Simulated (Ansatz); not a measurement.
**Al₂Zn: energy over volume and cell shape**

Aim: map the energy of Al₂Zn (P-3m1, No. 164; 3 atoms in the cell) over two coordinates, and find its wells, ridges and stiffness.

Method: DFT PBEsol, scalar-relativistic, plane waves, PAW, in Ansatz 0.2.0.

18 further runs of the same task are left out: 1 for a known fault of the program, 17 set aside as unsound or not needed.

## (1) The structure to begin with

The structure is trigonal, space group P-3m1 (No. 164). Conventional cell: a = 2.795 Å, b = 2.795 Å, c = 6.915 Å, α = 90.00°, β = 90.00°, γ = 120.00°. Al (site symmetry 3m) is surrounded by 3 Zn at 2.79 Å and 9 Al at 2.79 to 2.86 Å. Zn (site symmetry -3m) is surrounded by 6 Al at 2.79 Å and 6 Zn at 2.79 Å.

As a file:

```
CELL_PARAMETERS angstrom
2.79477 0.00000 0.00000
-1.39739 2.42034 0.00000
0.00000 0.00000 6.91483
ATOMIC_POSITIONS crystal
Al 0.33333 0.66667 0.32908
Al 0.66667 0.33333 0.67092
Zn 0.00000 0.00000 0.00000
```

It goes back to an entry of the Materials Project, which need not be the stable form.

It is the result of an earlier relaxation at this level (volume 15.59 Å³/atom; gap on the mesh: none (metal)).

## (2) Reference run

File input.yaml:

```yaml
crystal:
  lattice:
    - [2.7947723337, 0.0, 0.0]
    - [-1.3973861669, 2.4203438388, 0.0]
    - [0.0, 0.0, 6.9148254767]
  atoms:
    - { symbol: Al, position: [0.3333333333, 0.6666666667, 0.3290843613] }
    - { symbol: Al, position: [0.6666666667, 0.3333333333, 0.6709156387] }
    - { symbol: Zn, position: [0.0, 0.0, 0.0] }
basis:
  ecutwfc: 520.0
kpoints:
  mp_grid: { grid: [18, 18, 6] }
hamiltonian:
  xc: pbesol
scf:
  occupations: { method: gaussian, width: 0.15 }
output:
  forces: true
  stress: true
  eigenvalues: true
```

Started as:

```console
$ ansatz run input.yaml --threads 1 --pin off --max-ram 2048MiB --backend cpu --events-out ev --progress --plain --runs-dir out
```

The log of the run (excerpt; [...] marks lines left out):

```text
Warning: RAYON_NUM_THREADS=1 ignored (pool sized by the plan → 1); use --threads N
[...]
Pseudopotentials: kind: paw
Pseudopotential: Al, paw, valence charge 3, recommended cutoff 420 eV (normal), Al.paw.azcp
Pseudopotential: Zn, paw, valence charge 12, recommended cutoff 420 eV (normal), Zn.paw.azcp
Functional definition: PBEsol
[...]
Crystal: 3 atoms, lattice volume = 46.774 Å³
Basis set: ecut = 520 eV, 1249 PW (Γ), exchange–correlation on 48×48×108 points (8 copies of the dense FFT grid, shifted against one another)
Bands: 13, of which v1, the nominal top of the filled ones, is band 9 counted from 1 (8 counted from 0)
Symmetry: 12 space group operations
Space group: P-3m1 (ITA 164), of the structure as read, at distance tolerance 3.6e-5 Å
k-points: 202 of 1944
[...]
SCF iter   1: F=—  HF=-4329.954082 eV  |F-HF|=—  |Δ(HF+E_count)|=         —  Δρ=2.09e-3  dr2=1.18e-2  ethr=1.77e-3  ⟨swp⟩=5.2  Hψ=15596  notcnv=0
[...]
SCF iter   7: F=-4329.951333 eV  HF=-4329.951333 eV  |F-HF|=1.68e-8  |Δ(HF+E_count)|=   2.38e-7  Δρ=8.75e-6  dr2=1.97e-8  ethr=5.56e-10  ⟨swp⟩=4.1  Hψ=12482  notcnv=0
[...]
SCF converged after 7 iterations
Free energy (F): -4329.951333 eV
[...]
E sigma→0 (E₀):  -4329.945567 eV
Entropy (-TS):   -0.011532 eV (-3.844 meV/atom)
Fermi energy:    9.249594 eV
[...]
--- Forces (eV/Å), atoms counted from 1 ---
  atom   1  Al    -0.00000000    -0.00000000     0.00022144
  atom   2  Al     0.00000000     0.00000000    -0.00022144
  atom   3  Zn     0.00000000     0.00000000     0.00000000
[...]
--- Stress (GPa, compression-positive) ---
        0.071330       0.000000       0.000000
        0.000000       0.071330       0.000000
       -0.000000       0.000000      -0.093826
  P = ⅓ Tr σ = 0.0163 GPa (0.163 kbar)
--- Band table (eV; the first three rows and the last of 202) ---
  k-point 0: bands = ["-1.9581", "0.7705", "1.0373", "1.6158", "1.6158", "1.9405", "1.9405", "1.9463", "10.1614", "10.8719", "21.0091", "21.0091", "21.2896"]
[...]
```

Run time: 15 s. Hardware: 1 thread of Arm Neoverse N1, shared host; peak memory 0.43 GiB.

## (3) Setting up the map

The energy is mapped over volume and the cell's shape.

The axes are (1) volume per atom: 7 values from 13.10 to 18.09 Å³; (2) c/a of the conventional cell: 7 values from 2.062 to 2.968.

Nothing else is relaxed (fractional coordinates fixed). Energies count from the relaxed crystal. Points are written as (first, second).

Of the runs on the grid, 8 are shown in the steps below; the others differ only in the two coordinates.

## (4) Grid point (14.76 Å³, 2.968)

input.yaml: that of step 2 with these lines changed.

```diff
@@ -2,5 +2,5 @@
   lattice:
-    - [2.7947723337, 0.0, 0.0]
-    - [-1.3973861669, 2.4203438388, 0.0]
-    - [0.0, 0.0, 6.9148254767]
+    - [2.5826825485, 0.0, 0.0]
+    - [-1.2913412743, 2.2366686969, 0.0]
+    - [0.0, 0.0, 7.665401804]
   atoms:
```

Started as:

```console
$ ansatz run input.yaml --threads 1 --pin off --max-ram 2048MiB --backend cpu --events-out ev --progress --plain --runs-dir out
```

The log of the run (excerpt; [...] marks lines left out):

```text
Warning: RAYON_NUM_THREADS=1 ignored (pool sized by the plan → 1); use --threads N
[...]
[... 4 set-up lines as earlier in the session ...]
[...]
Crystal: 3 atoms, lattice volume = 44.280 Å³
Basis set: ecut = 520 eV, 1169 PW (Γ), exchange–correlation on 40×40×120 points (8 copies of the dense FFT grid, shifted against one another)
Bands: 13, of which v1, the nominal top of the filled ones, is band 9 counted from 1 (8 counted from 0)
[... 1 set-up line as earlier in the session ...]
Space group: P-3m1 (ITA 164), of the structure as read, at distance tolerance 3.5e-5 Å
k-points: 202 of 1944
[...]
SCF iter   1: F=—  HF=-4329.569705 eV  |F-HF|=—  |Δ(HF+E_count)|=         —  Δρ=1.97e-3  dr2=1.12e-3  ethr=1.77e-3  ⟨swp⟩=5.3  Hψ=15728  notcnv=0
[...]
SCF iter   7: F=-4329.569404 eV  HF=-4329.569404 eV  |F-HF|=5.01e-9  |Δ(HF+E_count)|=   3.46e-8  Δρ=3.76e-6  dr2=3.88e-9  ethr=5.56e-10  ⟨swp⟩=4.3  Hψ=9226  notcnv=0
[...]
SCF converged after 7 iterations
Free energy (F): -4329.569404 eV
[...]
E sigma→0 (E₀):  -4329.563055 eV
Entropy (-TS):   -0.012700 eV (-4.233 meV/atom)
Fermi energy:    9.882347 eV
[...]
--- Forces (eV/Å), atoms counted from 1 ---
  atom   1  Al    -0.00000000     0.00000000     0.06656375
  atom   2  Al    -0.00000000    -0.00000000    -0.06656375
  atom   3  Zn    -0.00000000    -0.00000000     0.00000000
[...]
--- Stress (GPa, compression-positive) ---
       16.225621      -0.000000      -0.000000
       -0.000000      16.225621       0.000000
       -0.000000       0.000000      -2.418185
  P = ⅓ Tr σ = 10.0110 GPa (100.110 kbar)
--- Band table (eV; the first three rows and the last of 202) ---
  k-point 0: bands = ["-1.7241", "0.5547", "0.5920", "2.0030", "2.0030", "2.1049", "2.5697", "2.5697", "8.3246", "8.8361", "19.9441", "20.4422", "24.3050"]
[...]
```

Wall time 14 s (1 thread of Arm Neoverse N1, shared host); peak memory 0.41 GiB.

That is 127 meV/atom from the zero.

## (5) The run at (14.76 Å³, 2.629)

input.yaml: that of step 4 with these lines changed.

```diff
@@ -2,5 +2,5 @@
   lattice:
-    - [2.5826825485, 0.0, 0.0]
-    - [-1.2913412743, 2.2366686969, 0.0]
-    - [0.0, 0.0, 7.665401804]
+    - [2.6892693657, 0.0, 0.0]
+    - [-1.3446346829, 2.3289755883, 0.0]
+    - [0.0, 0.0, 7.0698202354]
   atoms:
```

Started as:

```console
$ ansatz run input.yaml --threads 1 --pin off --max-ram 2048MiB --backend cpu --events-out ev --progress --plain --runs-dir out
```

The log of the run (excerpt; [...] marks lines left out):

```text
[...]
SCF converged after 7 iterations
Free energy (F): -4329.867688 eV
[...]
E sigma→0 (E₀):  -4329.861520 eV
Entropy (-TS):   -0.012337 eV (-4.112 meV/atom)
Fermi energy:    9.894626 eV
[...]
--- Forces (eV/Å), atoms counted from 1 ---
  atom   1  Al     0.00000000    -0.00000000     0.04568387
  atom   2  Al    -0.00000000     0.00000000    -0.04568387
  atom   3  Zn     0.00000000    -0.00000000     0.00000000
[...]
--- Stress (GPa, compression-positive) ---
        8.579052      -0.000000      -0.000000
       -0.000000       8.579052      -0.000000
       -0.000000      -0.000000       0.875458
  P = ⅓ Tr σ = 6.0112 GPa (60.112 kbar)
--- Band table (eV; the first three rows and the last of 202) ---
  k-point 0: bands = ["-1.6861", "0.9833", "1.1524", "2.1238", "2.1238", "2.3071", "2.5471", "2.5471", "9.9247", "10.6417", "22.8317", "22.8317", "23.0936"]
[...]
```

Wall time 16 s (1 thread of Arm Neoverse N1, shared host); peak memory 0.42 GiB.

On the map this point reads 28 meV/atom.

## (6) The run at (14.76 Å³, 2.062)

input.yaml: that of step 5 with these lines changed.

```diff
@@ -2,5 +2,5 @@
   lattice:
-    - [2.6892693657, 0.0, 0.0]
-    - [-1.3446346829, 2.3289755883, 0.0]
-    - [0.0, 0.0, 7.0698202354]
+    - [2.9158219957, 0.0, 0.0]
+    - [-1.4579109979, 2.5251759212, 0.0]
+    - [0.0, 0.0, 6.0138828661]
   atoms:
```

Started as:

```console
$ ansatz run input.yaml --threads 1 --pin off --max-ram 2048MiB --backend cpu --events-out ev --progress --plain --runs-dir out
```

The log of the run (excerpt; [...] marks lines left out):

```text
Warning: RAYON_NUM_THREADS=1 ignored (pool sized by the plan → 1); use --threads N
[...]
[... 4 set-up lines as earlier in the session ...]
[...]
Crystal: 3 atoms, lattice volume = 44.280 Å³
Basis set: ecut = 520 eV, 1235 PW (Γ), exchange–correlation on 48×48×90 points (8 copies of the dense FFT grid, shifted against one another)
Bands: 13, of which v1, the nominal top of the filled ones, is band 9 counted from 1 (8 counted from 0)
[... 2 set-up lines as earlier in the session ...]
k-points: 202 of 1944
[...]
SCF iter   1: F=—  HF=-4329.796181 eV  |F-HF|=—  |Δ(HF+E_count)|=         —  Δρ=2.65e-3  dr2=5.11e-3  ethr=1.77e-3  ⟨swp⟩=5.0  Hψ=15416  notcnv=0
[...]
SCF iter   6: F=-4329.794296 eV  HF=-4329.794296 eV  |F-HF|=6.22e-9  |Δ(HF+E_count)|=   1.49e-7  Δρ=9.87e-6  dr2=2.28e-8  ethr=5.56e-10  ⟨swp⟩=6.5  Hψ=14427  notcnv=0
[...]
SCF converged after 6 iterations
Free energy (F): -4329.794296 eV
[...]
E sigma→0 (E₀):  -4329.789437 eV
Entropy (-TS):   -0.009719 eV (-3.240 meV/atom)
Fermi energy:    9.952465 eV
[...]
--- Forces (eV/Å), atoms counted from 1 ---
  atom   1  Al    -0.00000000     0.00000000    -0.17875826
  atom   2  Al     0.00000000    -0.00000000     0.17875826
  atom   3  Zn    -0.00000000    -0.00000000     0.00000000
[...]
--- Stress (GPa, compression-positive) ---
        5.251232       0.000000      -0.000000
        0.000000       5.251232      -0.000000
       -0.000000      -0.000000      12.186732
  P = ⅓ Tr σ = 7.5631 GPa (75.631 kbar)
--- Band table (eV; the first three rows and the last of 202) ---
  k-point 0: bands = ["-1.6859", "1.4419", "2.0425", "2.0425", "2.2502", "2.2502", "2.3826", "2.9339", "14.0012", "15.1845", "19.5201", "19.5201", "19.6853"]
[...]
```

Wall time 13 s (1 thread of Arm Neoverse N1, shared host); peak memory 0.41 GiB.

On the map this point reads 52 meV/atom.

## (7) Point (13.10 Å³, 2.968)

input.yaml: that of step 6 with these lines changed.

```diff
@@ -2,5 +2,5 @@
   lattice:
-    - [2.9158219957, 0.0, 0.0]
-    - [-1.4579109979, 2.5251759212, 0.0]
-    - [0.0, 0.0, 6.0138828661]
+    - [2.4817965965, 0.0, 0.0]
+    - [-1.2408982983, 2.1492988996, 0.0]
+    - [0.0, 0.0, 7.3659722984]
   atoms:
```

Started as:

```console
$ ansatz run input.yaml --threads 1 --pin off --max-ram 2048MiB --backend cpu --events-out ev --progress --plain --runs-dir out
```

The log of the run (excerpt; [...] marks lines left out):

```text
[...]
SCF converged after 7 iterations
Free energy (F): -4328.998063 eV
[...]
E sigma→0 (E₀):  -4328.992417 eV
Entropy (-TS):   -0.011292 eV (-3.764 meV/atom)
Fermi energy:    11.489821 eV
[...]
--- Forces (eV/Å), atoms counted from 1 ---
  atom   1  Al    -0.00000000     0.00000000     0.11046624
  atom   2  Al     0.00000000    -0.00000000    -0.11046624
  atom   3  Zn    -0.00000000     0.00000000     0.00000000
[...]
--- Stress (GPa, compression-positive) ---
       39.179281       0.000000       0.000000
        0.000000      39.179281       0.000000
        0.000000       0.000000       6.980170
  P = ⅓ Tr σ = 28.4462 GPa (284.462 kbar)
--- Band table (eV; the first three rows and the last of 202) ---
  k-point 0: bands = ["-1.0400", "1.3810", "1.5282", "3.1909", "3.2083", "3.2083", "3.9156", "3.9156", "9.7036", "10.4610", "22.4797", "22.6659", "26.7565"]
[...]
```

Wall time 12 s (1 thread of Arm Neoverse N1, shared host); peak memory 0.4 GiB.

Energy on the map's scale: 318 meV/atom.

## (8) Point (15.59 Å³, 2.629)

input.yaml: that of step 7 with these lines changed.

```diff
@@ -2,5 +2,5 @@
   lattice:
-    - [2.4817965965, 0.0, 0.0]
-    - [-1.2408982983, 2.1492988996, 0.0]
-    - [0.0, 0.0, 7.3659722984]
+    - [2.7388400879, 0.0, 0.0]
+    - [-1.369420044, 2.371905093, 0.0]
+    - [0.0, 0.0, 7.2001367071]
   atoms:
```

Started as:

```console
$ ansatz run input.yaml --threads 1 --pin off --max-ram 2048MiB --backend cpu --events-out ev --progress --plain --runs-dir out
```

The log of the run (excerpt; [...] marks lines left out):

```text
[...]
SCF converged after 7 iterations
Free energy (F): -4329.917533 eV
[...]
E sigma→0 (E₀):  -4329.911410 eV
Entropy (-TS):   -0.012247 eV (-4.082 meV/atom)
Fermi energy:    9.207486 eV
[...]
--- Forces (eV/Å), atoms counted from 1 ---
  atom   1  Al     0.00000000    -0.00000000     0.03431231
  atom   2  Al     0.00000000     0.00000000    -0.03431231
  atom   3  Zn     0.00000000     0.00000000     0.00000000
[...]
--- Stress (GPa, compression-positive) ---
        2.633519      -0.000000      -0.000000
       -0.000000       2.633519      -0.000000
       -0.000000      -0.000000      -3.296586
  P = ⅓ Tr σ = 0.6568 GPa (6.568 kbar)
--- Band table (eV; the first three rows and the last of 202) ---
  k-point 0: bands = ["-1.9644", "0.6088", "0.7557", "1.5931", "1.5931", "1.8325", "1.9743", "1.9743", "9.2776", "9.8887", "21.7977", "21.7977", "22.0472"]
[...]
```

It took 16 s on 1 thread of Arm Neoverse N1, shared host; peak memory 0.43 GiB.

Energy on the map's scale: 11 meV/atom.

## (9) Point (13.93 Å³, 2.062)

input.yaml: that of step 8 with these lines changed.

```diff
@@ -2,5 +2,5 @@
   lattice:
-    - [2.7388400879, 0.0, 0.0]
-    - [-1.369420044, 2.371905093, 0.0]
-    - [0.0, 0.0, 7.2001367071]
+    - [2.8599721758, 0.0, 0.0]
+    - [-1.4299860879, 2.4768085583, 0.0]
+    - [0.0, 0.0, 5.8986926126]
   atoms:
```

Started as:

```console
$ ansatz run input.yaml --threads 1 --pin off --max-ram 2048MiB --backend cpu --events-out ev --progress --plain --runs-dir out
```

The log of the run (excerpt; [...] marks lines left out):

```text
[...]
SCF converged after 6 iterations
Free energy (F): -4329.620965 eV
[...]
E sigma→0 (E₀):  -4329.615921 eV
Entropy (-TS):   -0.010087 eV (-3.362 meV/atom)
Fermi energy:    10.723542 eV
[...]
--- Forces (eV/Å), atoms counted from 1 ---
  atom   1  Al     0.00000000    -0.00000000    -0.20487840
  atom   2  Al     0.00000000     0.00000000     0.20487840
  atom   3  Zn    -0.00000000    -0.00000000     0.00000000
[...]
--- Stress (GPa, compression-positive) ---
       11.692915       0.000000      -0.000000
        0.000000      11.692915       0.000000
       -0.000000       0.000000      21.759040
  P = ⅓ Tr σ = 15.0483 GPa (150.483 kbar)
--- Band table (eV; the first three rows and the last of 202) ---
  k-point 0: bands = ["-1.3715", "1.9059", "2.6166", "2.6166", "2.8487", "2.8487", "2.8623", "3.4745", "14.8507", "16.1807", "20.5896", "20.5896", "20.8941"]
[...]
```

It took 13 s on 1 thread of Arm Neoverse N1, shared host; peak memory 0.41 GiB.

Energy on the map's scale: 110 meV/atom.

## (10) The run at (17.25 Å³, 2.062)

input.yaml: that of step 9 with these lines changed.

```diff
@@ -2,5 +2,5 @@
   lattice:
-    - [2.8599721758, 0.0, 0.0]
-    - [-1.4299860879, 2.4768085583, 0.0]
-    - [0.0, 0.0, 5.8986926126]
+    - [3.0715822778, 0.0, 0.0]
+    - [-1.5357911389, 2.6600682824, 0.0]
+    - [0.0, 0.0, 6.335138448]
   atoms:
```

Started as:

```console
$ ansatz run input.yaml --threads 1 --pin off --max-ram 2048MiB --backend cpu --events-out ev --progress --plain --runs-dir out
```

The log of the run (excerpt; [...] marks lines left out):

```text
[...]
SCF converged after 7 iterations
Free energy (F): -4329.802914 eV
[...]
E sigma→0 (E₀):  -4329.797227 eV
Entropy (-TS):   -0.011376 eV (-3.792 meV/atom)
Fermi energy:    8.046332 eV
[...]
--- Forces (eV/Å), atoms counted from 1 ---
  atom   1  Al     0.00000000    -0.00000000    -0.10544826
  atom   2  Al     0.00000000     0.00000000     0.10544826
  atom   3  Zn     0.00000000    -0.00000000     0.00000000
[...]
--- Stress (GPa, compression-positive) ---
       -5.734294       0.000000      -0.000000
       -0.000000      -5.734294       0.000000
       -0.000000       0.000000      -4.414749
  P = ⅓ Tr σ = -5.2944 GPa (-52.944 kbar)
--- Band table (eV; the first three rows and the last of 202) ---
  k-point 0: bands = ["-2.4299", "0.2284", "0.5826", "0.5826", "0.7390", "0.7390", "1.2207", "1.6538", "11.8779", "12.7052", "16.6611", "16.6611", "16.8179"]
[...]
```

It took 15 s on 1 thread of Arm Neoverse N1, shared host; peak memory 0.44 GiB.

On the map this point reads 49 meV/atom.

## (11) The run at (15.59 Å³, 2.968)

input.yaml: that of step 10 with these lines changed.

```diff
@@ -2,5 +2,5 @@
   lattice:
-    - [3.0715822778, 0.0, 0.0]
-    - [-1.5357911389, 2.6600682824, 0.0]
-    - [0.0, 0.0, 6.335138448]
+    - [2.6302885789, 0.0, 0.0]
+    - [-1.3151442895, 2.2778967286, 0.0]
+    - [0.0, 0.0, 7.8066965023]
   atoms:
```

Started as:

```console
$ ansatz run input.yaml --threads 1 --pin off --max-ram 2048MiB --backend cpu --events-out ev --progress --plain --runs-dir out
```

The log of the run (excerpt; [...] marks lines left out):

```text
Warning: RAYON_NUM_THREADS=1 ignored (pool sized by the plan → 1); use --threads N
[...]
[... 4 set-up lines as earlier in the session ...]
[...]
Crystal: 3 atoms, lattice volume = 46.774 Å³
Basis set: ecut = 520 eV, 1253 PW (Γ), exchange–correlation on 40×40×120 points (8 copies of the dense FFT grid, shifted against one another)
Bands: 13, of which v1, the nominal top of the filled ones, is band 9 counted from 1 (8 counted from 0)
[... 2 set-up lines as earlier in the session ...]
k-points: 202 of 1944
[...]
SCF iter   1: F=—  HF=-4329.677225 eV  |F-HF|=—  |Δ(HF+E_count)|=         —  Δρ=1.71e-3  dr2=8.63e-4  ethr=1.77e-3  ⟨swp⟩=5.4  Hψ=16020  notcnv=0
[...]
SCF iter   7: F=-4329.676876 eV  HF=-4329.676876 eV  |F-HF|=2.51e-9  |Δ(HF+E_count)|=   8.45e-8  Δρ=1.24e-6  dr2=2.04e-9  ethr=5.56e-10  ⟨swp⟩=3.4  Hψ=10051  notcnv=0
[...]
SCF converged after 7 iterations
Free energy (F): -4329.676876 eV
[...]
E sigma→0 (E₀):  -4329.670344 eV
Entropy (-TS):   -0.013064 eV (-4.355 meV/atom)
Fermi energy:    9.194142 eV
[...]
--- Forces (eV/Å), atoms counted from 1 ---
  atom   1  Al    -0.00000000    -0.00000000     0.05118784
  atom   2  Al     0.00000000     0.00000000    -0.05118784
  atom   3  Zn     0.00000000     0.00000000     0.00000000
[...]
--- Stress (GPa, compression-positive) ---
        8.737766      -0.000000      -0.000000
       -0.000000       8.737766      -0.000000
       -0.000000      -0.000000      -5.239360
  P = ⅓ Tr σ = 4.0787 GPa (40.787 kbar)
--- Band table (eV; the first three rows and the last of 202) ---
  k-point 0: bands = ["-2.0070", "0.1998", "0.2003", "1.4788", "1.4788", "1.6393", "1.9893", "1.9893", "7.7442", "8.1540", "18.8582", "19.4915", "23.2471"]
[...]
```

Run time: 15 s. Hardware: 1 thread of Arm Neoverse N1, shared host; peak memory 0.42 GiB.

That is 91 meV/atom from the zero.

## (12) The map

49 points were computed. Energies in meV/atom, from the relaxed crystal:

```tsv
c/a of the conventional cell ↓, volume per atom (Å³) →	13.10	13.93	14.76	15.59	16.42	17.25	18.09
2.968	318	199	127	91	82	94	120
2.793	228	126	68	44	45	65	99
2.629	169	77	28	11	19	44	82
2.474	145	58	13	0	10	38	78
2.329	148	60	15	2	12	40	80
2.192	173	79	30	13	20	44	81
2.062	213	110	52	28	30	49	83
```

The largest force on an atom (eV/Å) at each point:

```
c/a of the conventional cell ↓, volume per atom (Å³) →  13.10  13.93  14.76  15.59  16.42  17.25  18.09
                                                 2.968   0.11   0.09   0.07   0.05   0.04   0.03   0.03
                                                 2.793   0.08   0.06   0.04   0.04   0.03   0.03   0.03
                                                 2.629   0.09   0.06   0.05   0.03   0.03   0.03   0.03
                                                 2.474   0.05   0.03   0.01   0.00   0.01   0.01   0.01
                                                 2.329   0.03   0.01   0.00   0.00   0.01   0.01   0.01
                                                 2.192   0.08   0.07   0.06   0.05   0.04   0.04   0.03
                                                 2.062   0.23   0.20   0.18   0.15   0.13   0.10   0.09
```

On the same grid, pressure (GPa):

| c/a of the conventional cell ↓, volume per atom (Å³) → | 13.10 | 13.93 | 14.76 | 15.59 | 16.42 | 17.25 | 18.09 |
| --- | --- | --- | --- | --- | --- | --- | --- |
| 2.968 | 28.4 | 17.9 | 10.0 | 4.1 | −0.4 | −3.7 | −6.2 |
| 2.793 | 25.0 | 15.0 | 7.5 | 2.0 | −2.2 | −5.3 | −7.5 |
| 2.629 | 22.9 | 13.2 | 6.0 | 0.7 | −3.3 | −6.2 | −8.3 |
| 2.474 | 21.9 | 12.3 | 5.3 | 0.0 | −3.9 | −6.7 | −8.7 |
| 2.329 | 22.0 | 12.4 | 5.3 | 0.1 | −3.8 | −6.6 | −8.6 |
| 2.192 | 23.1 | 13.3 | 6.1 | 0.8 | −3.2 | −6.1 | −8.2 |
| 2.062 | 25.0 | 15.0 | 7.6 | 2.0 | −2.2 | −5.3 | −7.5 |

## (13) Outcome

```
                       quantity                                                                             value
                   lowest point                                                     (15.59 Å³, 2.474), 0 meV/atom
         highest computed point                                  (13.10 Å³, 2.968), 318 meV/atom above the lowest
largest force on an atom (eV/Å)  0.00 at (15.59 Å³, 2.474) to 0.23 at (13.10 Å³, 2.062); 0.00 at the lowest point
                 pressure (GPa)   −8.7 at (18.09 Å³, 2.474) to 28.4 at (13.10 Å³, 2.968); 0.0 at the lowest point
            time for all points                                                   12 min on 1 thread, shared host
```

What this shows: The lowest computed point is at (15.59 Å³, 2.474), which is the relaxed crystal itself. The grid shows no other well, apart from its symmetry copies. The highest computed point, (13.10 Å³, 2.968), lies 318 meV/atom above the lowest. Round the minimum the two coordinates are nearly uncoupled. A rigid map gives upper bounds: relaxing the other coordinates can only lower a point.
